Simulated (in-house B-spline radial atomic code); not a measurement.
# W³⁰⁺: Hartree-Fock with and without relativity

How do the shells of W³⁰⁺ move when the Schrödinger Hamiltonian gives way to Dirac's?

The numbers are computed with in-house B-spline radial atomic code version 1 (Hartree-Fock averaged over the configuration, non-relativistic (point nucleus) and Dirac-Coulomb (finite nucleus); spherical all-electron atom at the radial basis limit), except any that are marked as measured or tabulated.

## Step 1: The atom as given

| Property | Result |
| --- | --- |
| element | tungsten (Z = 74) |
| charge | +30 |
| electrons | 44 |
| configuration | [Kr] 4d8 |
| nucleus | point (non-relativistic run); Fermi, rms radius 5.366 fm (Dirac runs) |

The outer shells:

[Kr] 4d8
```
[Kr] core
4d [↑↓][↑↓][↑↓][↑ ][↑ ]
```

The boxes draw the filling by Hund's rule, which heavy ions in jj coupling don't follow; these runs average over all states of the configuration.

## Step 2: Non-relativistic run

The run's settings:

```ini
Z = 74
electrons = 44.0
configuration = [Kr] 4d8
hamiltonian = nr
method = hf
spin_polarised = False
```

## Step 3: Dirac-Coulomb run

The run's settings:

```ini
Z = 74
electrons = 44.0
configuration = [Kr] 4d8
hamiltonian = dirac
method = hf
spin_polarised = False
nucleus = fermi
rms_radius = 5.3658
mass_number = 184
atomic_mass = 183.95093318
speed_of_light = 137.035999084
```

## Step 4: Dirac-Coulomb run in the lowest jj configuration, 1s2 2s2 2p6 3s2 3p6 3d10 4s2 4p6 4d-4 4d+4

In configurations, a minus sign after the shell means j = l − 1/2 and a plus sign j = l + 1/2; the count of electrons follows.

Settings: those of step 3 with these lines changed.

```diff
@@ -2,3 +2,3 @@
 electrons = 44.0
-configuration = [Kr] 4d8
+configuration = 1s2 2s2 2p6 3s2 3p6 3d10 4s2 4p6 4d-4 4d+4
 hamiltonian = dirac
```

Q: How much does each shell's level and mean radius change with the Dirac Hamiltonian, and the total energy?

The runs gave:

Levels and radii; the Dirac values are averaged over j with the occupations as weights.

| shell | ε non-rel. (eV) | ε Dirac (eV) | <r> non-rel. (bohr) | <r> Dirac (bohr) | change of <r> (%) |
| --- | --- | --- | --- | --- | --- |
| 1s | -65394.5 | -71066.0 | 0.02047 | 0.01835 | -10.38 |
| 2s | -11815.2 | -13318.7 | 0.08645 | 0.07692 | -11.03 |
| 2p | -11353.7 | -11854.3 | 0.07322 | 0.06903 | -5.73 |
| 3s | -3598.26 | -3974.62 | 0.2175 | 0.1991 | -8.47 |
| 3p | -3385.21 | -3526.27 | 0.2078 | 0.1987 | -4.35 |
| 3d | -2994.41 | -2977.35 | 0.1825 | 0.1809 | -0.84 |
| 4s | -1502.94 | -1616.62 | 0.4498 | 0.4203 | -6.55 |
| 4p | -1407.06 | -1451.06 | 0.4498 | 0.4353 | -3.22 |
| 4d | -1238.57 | -1237.21 | 0.4443 | 0.4424 | -0.43 |

**Reading.** The Dirac run lies -870.46 hartree (-5.9 %) from the non-relativistic one; the finite nucleus has a part in that. The first-order mass-velocity and Darwin terms of the non-relativistic run add up to -737.77 hartree, 85 % of it. The strongest contraction, averaged over j, is that of 2s (-11.03 %). Spin-orbit coupling splits the 4d level by 17.361 eV and the 2p level by 1354.28 eV. The lowest jj configuration lies 13.778 eV below the average over the whole configuration. Breit terms add 16.8 hartree and QED terms 11.5 hartree.
